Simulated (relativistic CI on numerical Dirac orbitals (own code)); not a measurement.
# Sb: one ion under different settings

How much do the settings matter for Sb? One ion, several inputs.

Method: Dirac-Coulomb-Breit CI, KLI orbitals optimised for each configuration, model QED (radiative potential, 1s self-energy scaled to tabulated hydrogen-like ionisation energies), numerical settings as typed. Code: relativistic CI on numerical Dirac orbitals (own code) version 3.

## Step 1: The atom as given

```
ion            : Sb (Sb I)
nuclear charge : 51
electrons      : 51
isotope        : A = 121
```

## Step 2: The usual input

Settings, as recorded:

```ini
atom Sb  Z=51  charge=0  electrons=51
nucleus A=121  rms_radius_fm=4.6802
hamiltonian dirac-coulomb  breit=on  qed=on  c_scale=1
orbitals kli  potential=per-configuration
slater_scale 1
correlation none
mixing on
grid step=0.0125 r_max=201.2
scf mixing=0.4 start=green max_iterations=150 tolerance=2e-08 node_fill=0.05
configurations
  [Kr] 4d10 5s2 5p3
  [Kr] 4d10 5s2 5p2 5d
end
```

Command:

```bash
> python run_levels.py task.json out
```

The settings of every run stand in task.json; they run in order.

Results of the run (chosen fields of its result record, rounded):

```text
status: converged
levels [i, E_cm, J2, conf, term, w_term, w_jj]:
  - [0, 0, 3, "5p3", "4S*", 0.9767, 0.5069]
  - [1, 11920.971, 3, "5p3", "2D*", 0.8957, 0.4791]
  - [2, 13104.3, 5, "5p3", "2D*", 1, 1]
  - [3, 21379.634, 1, "5p3", "2P*", 1, 1]
  - [4, 23255.393, 3, "5p3", "2P*", 0.8805, 0.7979]
  - [5, 51299.53, 3, "5p2 5d", "4F", 0.7038, 0.7543]
  - [6, 51952.149, 5, "5p2 5d", "4F", 0.5335, 0.6669]
  - [7, 53978.427, 7, "5p2 5d", "4F", 0.7035, 0.9357]
  - [8, 54130.964, 3, "5p2 5d", "2P", 0.5224, 0.8949]
  - [9, 54633.045, 1, "5p2 5d", "4D", 0.779, 0.9977]
  - [10, 54692.486, 5, "5p2 5d", "4F", 0.391, 0.4852]
  - [11, 55563.952, 3, "5p2 5d", "4D", 0.4545, 0.8368]
  - [12, 55972.381, 5, "5p2 5d", "2F", 0.8388, 0.6541]
  - [13, 56354.264, 9, "5p2 5d", "4F", 0.9256, 0.6055]
  - "... 16 more rows left out ..."
total_energy [Ha]: -6472.6641488
n_levels_all: 33
overlap: 5.86955e-12
scf_iterations: [11, 12]
orbital_energies [Ha]: {"1s": -1111.94, "2s": -169.274, "2p1/2": -158.309, "2p3/2": -149.081, "3s": -33.382, "3p1/2": -28.9129, "3p3/2": -27.2041, "3d3/2": -19.336, "3d5/2": -18.9815, "4s": -5.57112, "4p1/2": -4.06341, "4p3/2": -3.75313, "4d3/2": -1.37146, "4d5/2": -1.32664, "5s": -0.579221, "5p1/2": -0.30642, "5p3/2": -0.285323}
configurations [conf, odd, states, E_av_Ha, breit_Ha, qed_Ha]:
  - ["5p3", 1, 20, -6480.494654, 4.733, 3.157]
  - ["5p2 5d", 0, 150, -6480.273246, 4.733, 3.157]
scf_steps of the first configuration [iteration, E_Ha, residual, outer_eigenvalue_Ha]:
  - [1, -6477.993, 0.884, -0.2705]
  - [2, -6480.110071, 0.376, -0.2459]
  - [3, -6480.444444, 0.151, -0.2671]
  - [4, -6480.493945, 0.0197, -0.2845]
  - [5, -6480.494583, 0.00185, -0.2841]
  - [6, -6480.494676, 0.000325, -0.2852]
  - [7, -6480.494641, 5.3e-05, -0.2853]
  - [8, -6480.494654, 5.32e-06, -0.2853]
  - [9, -6480.494654, 1.54e-06, -0.2853]
  - [10, -6480.494654, 3.79e-08, -0.2853]
  - [11, -6480.494654, 1.38e-08, -0.2853]
```

Run time: 0.28 s. Hardware: 1 thread, shared host.

## Step 3: Slater scale 1.2, end of the grid 301.8, potential mixing 0.05

Settings, as recorded:

```ini
atom Sb  Z=51  charge=0  electrons=51
nucleus A=121  rms_radius_fm=4.6802
hamiltonian dirac-coulomb  breit=on  qed=on  c_scale=1
orbitals kli  potential=per-configuration
slater_scale 1.2
correlation none
mixing on
grid step=0.0125 r_max=301.8
scf mixing=0.05 start=green max_iterations=150 tolerance=2e-08 node_fill=0.05
configurations
  [Kr] 4d10 5s2 5p3
  [Kr] 4d10 5s2 5p2 5d
end
```

From the record:

```text
status: converged
levels [i, E_cm, J2, conf, term, w_term]:
  - [0, 0, 3, "5p3", "4S*", 0.9841]
  - [1, 14495.328, 3, "5p3", "2D*", 0.9184]
  - [2, 15560.785, 5, "5p3", "2D*", 1]
  - [3, 25490.909, 1, "5p3", "2P*", 1]
  - [4, 27196.931, 3, "5p3", "2P*", 0.9067]
  - [5, 52664.153, 3, "5p2 5d", "4F", 0.7537]
  - [6, 53364.309, 5, "5p2 5d", "4F", 0.6086]
  - [7, 55225.991, 7, "5p2 5d", "4F", 0.7342]
  - "... 22 more rows left out ..."
total_energy [Ha]: -6472.6753175
n_levels_all: 33
overlap: 5.86876e-12
scf_iterations: [16, 18]
orbital_energies [Ha]: {"1s": -1111.94, "2s": -169.274, "2p1/2": -158.309, "2p3/2": -149.081, "3s": -33.382, "3p1/2": -28.9129, "3p3/2": -27.2041, "3d3/2": -19.336, "3d5/2": -18.9815, "4s": -5.57112, "4p1/2": -4.06341, "4p3/2": -3.75313, "4d3/2": -1.37146, "4d5/2": -1.32664, "5s": -0.579221, "5p1/2": -0.30642, "5p3/2": -0.285323}
configurations [conf, odd, states, E_av_Ha, breit_Ha, qed_Ha]:
  - ["5p3", 1, 20, -6480.494654, 4.733, 3.157]
  - ["5p2 5d", 0, 150, -6480.273246, 4.733, 3.157]
scf_steps of the first configuration [iteration, E_Ha, residual, outer_eigenvalue_Ha]:
  - [1, -6477.993, 0.884, -0.2705]
  - [2, -6478.381163, 0.817, -0.2668]
  - [3, -6480.314134, 0.246, -0.2438]
  - [4, -6480.358643, 0.234, -0.3234]
  - [5, -6480.490452, 0.064, -0.2973]
  - [6, -6480.494201, 0.0345, -0.2908]
  - [7, -6480.493464, 0.0137, -0.2806]
  - [8, -6480.49369, 0.011, -0.282]
  - [9, -6480.494686, 0.000913, -0.2857]
  - [10, -6480.494658, 0.00041, -0.2855]
  - [11, -6480.494654, 6.23e-06, -0.2853]
  - [12, -6480.494653, 9.17e-06, -0.2853]
  - [13, -6480.494654, 1.35e-07, -0.2853]
  - [14, -6480.494654, 1.07e-07, -0.2853]
  - [15, -6480.494654, 5.6e-08, -0.2853]
  - [16, -6480.494654, 2.4e-09, -0.2853]
```

It took 0.34 s on 1 thread, shared host.

## Step 4: Slater scale 0.6, nuclear radius 6.0843

Settings, as recorded:

```ini
atom Sb  Z=51  charge=0  electrons=51
nucleus A=121  rms_radius_fm=6.0843
hamiltonian dirac-coulomb  breit=on  qed=on  c_scale=1
orbitals kli  potential=per-configuration
slater_scale 0.6
correlation none
mixing on
grid step=0.0125 r_max=201.2
scf mixing=0.4 start=green max_iterations=150 tolerance=2e-08 node_fill=0.05
configurations
  [Kr] 4d10 5s2 5p3
  [Kr] 4d10 5s2 5p2 5d
end
```

From the record:

```text
status: converged
levels [i, E_cm, J2, conf, term, w_term]:
  - [0, 0, 3, "5p3", "4S*", 0.9298]
  - [1, 6880.1767, 3, "5p3", "2D*", 0.8171]
  - [2, 8358.0604, 5, "5p3", "2D*", 1]
  - [3, 13323.842, 1, "5p3", "2P*", 1]
  - [4, 15764.567, 3, "5p3", "2P*", 0.7926]
  - [5, 48490.422, 3, "5p2 5d", "4F", 0.5775]
  - [6, 48991.072, 5, "5p2 5d", "4F", 0.3625]
  - [7, 51614.849, 7, "5p2 5d", "4F", 0.6302]
  - "... 22 more rows left out ..."
total_energy [Ha]: -6472.5305929
n_levels_all: 33
overlap: 5.86958e-12
scf_iterations: [11, 12]
orbital_energies [Ha]: {"1s": -1111.89, "2s": -169.268, "2p1/2": -158.309, "2p3/2": -149.082, "3s": -33.381, "3p1/2": -28.913, "3p3/2": -27.2041, "3d3/2": -19.336, "3d5/2": -18.9816, "4s": -5.57092, "4p1/2": -4.06343, "4p3/2": -3.75315, "4d3/2": -1.37148, "4d5/2": -1.32666, "5s": -0.579202, "5p1/2": -0.306424, "5p3/2": -0.285328}
configurations [conf, odd, states, E_av_Ha, breit_Ha, qed_Ha]:
  - ["5p3", 1, 20, -6480.38091, 4.733, 3.155]
  - ["5p2 5d", 0, 150, -6480.159498, 4.733, 3.156]
scf_steps of the first configuration [iteration, E_Ha, residual, outer_eigenvalue_Ha]:
  - [1, -6477.879488, 0.884, -0.2705]
  - [2, -6479.996363, 0.376, -0.2459]
  - [3, -6480.330706, 0.151, -0.2671]
  - [4, -6480.380201, 0.0197, -0.2845]
  - [5, -6480.380839, 0.00185, -0.2841]
  - [6, -6480.380932, 0.000325, -0.2852]
  - [7, -6480.380897, 5.3e-05, -0.2853]
  - [8, -6480.38091, 5.32e-06, -0.2853]
  - [9, -6480.38091, 1.54e-06, -0.2853]
  - [10, -6480.38091, 3.79e-08, -0.2853]
  - [11, -6480.38091, 1.38e-08, -0.2853]
```

Run time: 0.28 s. Hardware: 1 thread, shared host.

The changed nuclear radius is not that of the isotope named.

## Step 5: Tolerance 0.0001

Settings, as recorded:

```ini
atom Sb  Z=51  charge=0  electrons=51
nucleus A=121  rms_radius_fm=4.6802
hamiltonian dirac-coulomb  breit=on  qed=on  c_scale=1
orbitals kli  potential=per-configuration
slater_scale 1
correlation none
mixing on
grid step=0.0125 r_max=201.2
scf mixing=0.4 start=green max_iterations=150 tolerance=0.0001 node_fill=0.05
configurations
  [Kr] 4d10 5s2 5p3
  [Kr] 4d10 5s2 5p2 5d
end
```

From the record:

```text
status: converged
levels [i, E_cm, J2, conf, term, w_term]:
  - [0, 0, 3, "5p3", "4S*", 0.9767]
  - [1, 11921.545, 3, "5p3", "2D*", 0.8957]
  - [2, 13104.856, 5, "5p3", "2D*", 1]
  - [3, 21380.576, 1, "5p3", "2P*", 1]
  - [4, 23256.288, 3, "5p3", "2P*", 0.8805]
  - [5, 51297.561, 3, "5p2 5d", "4F", 0.7039]
  - [6, 51950.407, 5, "5p2 5d", "4F", 0.5337]
  - [7, 53976.476, 7, "5p2 5d", "4F", 0.7035]
  - "... 22 more rows left out ..."
total_energy [Ha]: -6472.6641398
n_levels_all: 33
overlap: 5.87034e-12
scf_iterations: [7, 8]
orbital_energies [Ha]: {"1s": -1111.94, "2s": -169.274, "2p1/2": -158.308, "2p3/2": -149.081, "3s": -33.382, "3p1/2": -28.913, "3p3/2": -27.2041, "3d3/2": -19.336, "3d5/2": -18.9816, "4s": -5.57105, "4p1/2": -4.06335, "4p3/2": -3.75306, "4d3/2": -1.37141, "4d5/2": -1.32659, "5s": -0.579244, "5p1/2": -0.306438, "5p3/2": -0.285339}
configurations [conf, odd, states, E_av_Ha, breit_Ha, qed_Ha]:
  - ["5p3", 1, 20, -6480.494641, 4.733, 3.157]
  - ["5p2 5d", 0, 150, -6480.27324, 4.733, 3.157]
scf_steps of the first configuration [iteration, E_Ha, residual, outer_eigenvalue_Ha]:
  - [1, -6477.993, 0.884, -0.2705]
  - [2, -6480.110071, 0.376, -0.2459]
  - [3, -6480.444444, 0.151, -0.2671]
  - [4, -6480.493945, 0.0197, -0.2845]
  - [5, -6480.494583, 0.00185, -0.2841]
  - [6, -6480.494676, 0.000325, -0.2852]
  - [7, -6480.494641, 5.3e-05, -0.2853]
```

Run time: 0.24 s. Hardware: 1 thread, shared host.

## Step 6: Slater scale 0

Settings, as recorded:

```ini
atom Sb  Z=51  charge=0  electrons=51
nucleus A=121  rms_radius_fm=4.6802
hamiltonian dirac-coulomb  breit=on  qed=on  c_scale=1
orbitals kli  potential=per-configuration
slater_scale 0
correlation none
mixing on
grid step=0.0125 r_max=201.2
scf mixing=0.4 start=green max_iterations=54 tolerance=2e-08 node_fill=0.05
configurations
  [Kr] 4d10 5s2 5p3
  [Kr] 4d10 5s2 5p2 5d
end
```

From the record:

```text
status: converged
levels [i, E_cm, J2, conf, term, w_term]:
  - [0, 0, 3, "5p3", "2P*", 0.5]
  - [1, 4535.7661, 5, "5p3", "2D*", 1]
  - [2, 4536.7262, 3, "5p3", "4S*", 0.5556]
  - [3, 4537.1453, 1, "5p3", "2P*", 1]
  - [4, 9201.8295, 3, "5p3", "2P*", 0.5]
  - [5, 45755.178, 5, "5p2 5d", "2D", 0.3827]
  - [6, 45789.433, 3, "5p2 5d", "2D", 0.4444]
  - [7, 51242.081, 7, "5p2 5d", "2F", 0.7128]
  - "... 22 more rows left out ..."
total_energy [Ha]: -6472.6252267
n_levels_all: 33
overlap: 5.86955e-12
scf_iterations: [11, 12]
orbital_energies [Ha]: {"1s": -1111.94, "2s": -169.274, "2p1/2": -158.309, "2p3/2": -149.081, "3s": -33.382, "3p1/2": -28.9129, "3p3/2": -27.2041, "3d3/2": -19.336, "3d5/2": -18.9815, "4s": -5.57112, "4p1/2": -4.06341, "4p3/2": -3.75313, "4d3/2": -1.37146, "4d5/2": -1.32664, "5s": -0.579221, "5p1/2": -0.30642, "5p3/2": -0.285323}
configurations [conf, odd, states, E_av_Ha, breit_Ha, qed_Ha]:
  - ["5p3", 1, 20, -6480.494654, 4.733, 3.157]
  - ["5p2 5d", 0, 150, -6480.273246, 4.733, 3.157]
scf_steps of the first configuration [iteration, E_Ha, residual, outer_eigenvalue_Ha]:
  - [1, -6477.993, 0.884, -0.2705]
  - [2, -6480.110071, 0.376, -0.2459]
  - [3, -6480.444444, 0.151, -0.2671]
  - [4, -6480.493945, 0.0197, -0.2845]
  - [5, -6480.494583, 0.00185, -0.2841]
  - [6, -6480.494676, 0.000325, -0.2852]
  - [7, -6480.494641, 5.3e-05, -0.2853]
  - [8, -6480.494654, 5.32e-06, -0.2853]
  - [9, -6480.494654, 1.54e-06, -0.2853]
  - [10, -6480.494654, 3.79e-08, -0.2853]
  - [11, -6480.494654, 1.38e-08, -0.2853]
```

Wall time 0.28 s (1 thread, shared host).

This setting is unsound; the numbers are not properties of the ion.

## Step 7: Speed-of-light factor 0.4

Settings, as recorded:

```ini
atom Sb  Z=51  charge=0  electrons=51
nucleus A=121  rms_radius_fm=4.6802
hamiltonian dirac-coulomb  breit=on  qed=on  c_scale=0.4
orbitals kli  potential=per-configuration
slater_scale 1
correlation none
mixing on
grid step=0.0125 r_max=201.2
scf mixing=0.4 start=green max_iterations=65 tolerance=2e-08 node_fill=0.05
configurations
  [Kr] 4d10 5s2 5p3
  [Kr] 4d10 5s2 5p2 5d
end
```

From the record:

```text
status: converged
levels [i, E_cm, J2, conf, term, w_term]:
  - [0, 0, 3, "5p3", "2P*", 0.4699]
  - [1, 23090.681, 3, "5p2 5d", "2D", 0.4091]
  - [2, 23121.027, 5, "5p2 5d", "2D", 0.3436]
  - [3, 65162.972, 3, "5p3", "4S*", 0.54]
  - [4, 69644.63, 5, "5p3", "2D*", 1]
  - [5, 77492.895, 1, "5p3", "2P*", 1]
  - [6, 96457.433, 7, "5p2 5d", "4F", 0.5105]
  - [7, 96551.204, 3, "5p2 5d", "2P", 0.449]
  - "... 22 more rows left out ..."
total_energy [Ha]: -8141.3579193
n_levels_all: 33
overlap: 3.09765e-11
scf_iterations: [12, 14]
orbital_energies [Ha]: {"1s": -1540.29, "2s": -284.49, "2p1/2": -263.468, "2p3/2": -143.653, "3s": -57.0202, "3p1/2": -49.4968, "3p3/2": -26.355, "3d3/2": -17.9024, "3d5/2": -15.8559, "4s": -10.3121, "4p1/2": -7.78201, "4p3/2": -3.46358, "4d3/2": -1.04475, "4d5/2": -0.810958, "5s": -1.13638, "5p1/2": -0.565366, "5p3/2": -0.211928}
configurations [conf, odd, states, E_av_Ha, breit_Ha, qed_Ha]:
  - ["5p3", 1, 20, -8235.389964, 44.2, 50.17]
  - ["5p2 5d", 0, 150, -8235.116141, 44.2, 50.17]
scf_steps of the first configuration [iteration, E_Ha, residual, outer_eigenvalue_Ha]:
  - [1, -8194.475544, 4.05, -0.3556]
  - [2, -8228.811125, 1.73, -0.1877]
  - [3, -8234.234626, 0.667, -0.2061]
  - [4, -8235.331942, 0.1, -0.2192]
  - [5, -8235.386781, 0.0134, -0.2077]
  - [6, -8235.389755, 0.0157, -0.2145]
  - [7, -8235.389811, 0.000461, -0.2119]
  - [8, -8235.38999, 0.000276, -0.212]
  - [9, -8235.389964, 8.52e-06, -0.2119]
  - [10, -8235.389964, 6.96e-07, -0.2119]
  - [11, -8235.389964, 6.82e-08, -0.2119]
  - [12, -8235.389964, 2.87e-09, -0.2119]
```

It took 0.3 s on 1 thread, shared host.

This setting is unsound; the numbers are not properties of the ion.

A changed speed of light describes a fictitious ion. The QED potentials keep the true α.

## Step 8: The runs side by side

| setting | total energy less usual (Ha) | largest shift of a level among the lowest eight of both runs, same label and place (cm⁻¹) | SCF iterations | time | lowest level | kind of change |
| --- | --- | --- | --- | --- | --- | --- |
| usual | 0 | 0 | 23 | 0.28 s | 5p3 4S°3/2 | - |
| Slater scale 1.2, end of the grid 301.8, potential mixing 0.05 | -0.0112 | 4110 | 34 | 0.34 s | 5p3 4S°3/2 | model term |
| Slater scale 0.6, nuclear radius 6.0843 | 0.134 | 8060 | 23 | 0.28 s | 5p3 4S°3/2 | unphysical constant |
| tolerance 0.0001 | 8.97e-06 | 1.97 | 15 | 0.24 s | 5p3 4S°3/2 | numerical |
| Slater scale 0 | 0.0389 | 16800 | 23 | 0.28 s | 5p3 [5p3/2] J=3/2° | unsound |
| speed-of-light factor 0.4 | -1.67e+03 | 56500 | 26 | 0.3 s | 5p3 [5p3/2] J=3/2° | unsound |

## Step 9: What came out

| quantity | value |
| --- | --- |
| lowest level, usual settings | 5p3 4S°3/2 |
| total energy | -6472.6641 Ha |
| first excitation | 11921.0 cm⁻¹ |

In words: Among the runs whose levels can be followed, they move most under «speed-of-light factor 0.4» (unsound), by up to 56500 cm⁻¹. Only the listed configurations are in the model. In a near-neutral ion this small CI can misplace whole configurations by 10,000 cm⁻¹ or more.
